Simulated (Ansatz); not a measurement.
# CdTe6Pd: the cost of one run

Program: Ansatz 0.2.0. Level of theory: DFT, PBE, no spin polarisation, plane waves, PAW. These are calculated values, not measurements.

## (1) Geometry

Symmetry: R-3, No. 148, trigonal system. The conventional cell has a = 6.746 Å, b = 6.746 Å, c = 19.110 Å, α = 90.00°, β = 90.00°, γ = 120.00°. Te (site symmetry 1) is surrounded by 1 Pd at 2.75 Å and 1 Cd at 2.76 Å. Around Cd (site symmetry -3) lie 6 Te at 2.76 Å. Around Pd (site symmetry -3) lie 6 Te at 2.75 Å.

Its coordinates follow in the input file.

The first density is read from a saved solution for the starting cell.

## (2) The relaxation

input.yaml reads:

```yaml
crystal:
  lattice:
    - [6.746182, 0.0, 0.0]
    - [-3.373091, 5.842366, 0.0]
    - [-3.373091, 1.947455, 6.369923]
  atoms:
    - { symbol: Te, position: [0.25, 0.083, 0.751] }
    - { symbol: Te, position: [0.917, 0.416, 0.751] }
    - { symbol: Te, position: [0.584, 0.75, 0.751] }
    - { symbol: Te, position: [0.75, 0.917, 0.249] }
    - { symbol: Te, position: [0.083, 0.584, 0.249] }
    - { symbol: Te, position: [0.416, 0.25, 0.249] }
    - { symbol: Cd, position: [0.5, 0.5, 0.5] }
    - { symbol: Pd, position: [0.0, 0.0, 0.0] }
  symmetry: { tolerance: 0.0003 }
kpoints:
  mp_grid: { grid: [4, 4, 4], shift: [0, 0, 0] }
magnetization:
  spin_polarized: false
scf:
  occupations: { method: fermi_dirac, width: 0.0311 }
  lower_state_search: "off"
hamiltonian:
  pseudopotentials: { kind: paw }
  xc: pbe
basis:
  ecutwfc: 420
  fft_grid_basis: typed
relax:
  max_steps: 60
  cell: { p_target: 0.0 }
output:
  forces: true
  stress: true
  eigenvalues: true
  bader: true
  populations: true
  elf: true
  write_potential: true
  volumetric_format: npy
  dos:
    e_range: [-12, 8]
    de: 0.05
    projected: { site_lists: { Cd: [Cd], Pd: [Pd], Te: [Te] } }
  write_density: true
checkpoint:
  read: saved_state
```

Run with:

```console
ansatz run input.yaml --threads 2 --pin off --max-ram 3584MiB --backend cpu --events-out ev --progress --plain --runs-dir out
```

What time and memory should one allow on 2 threads of Arm Neoverse V2, shared host?

About 2.8 min, with a peak of 0.74 GiB.
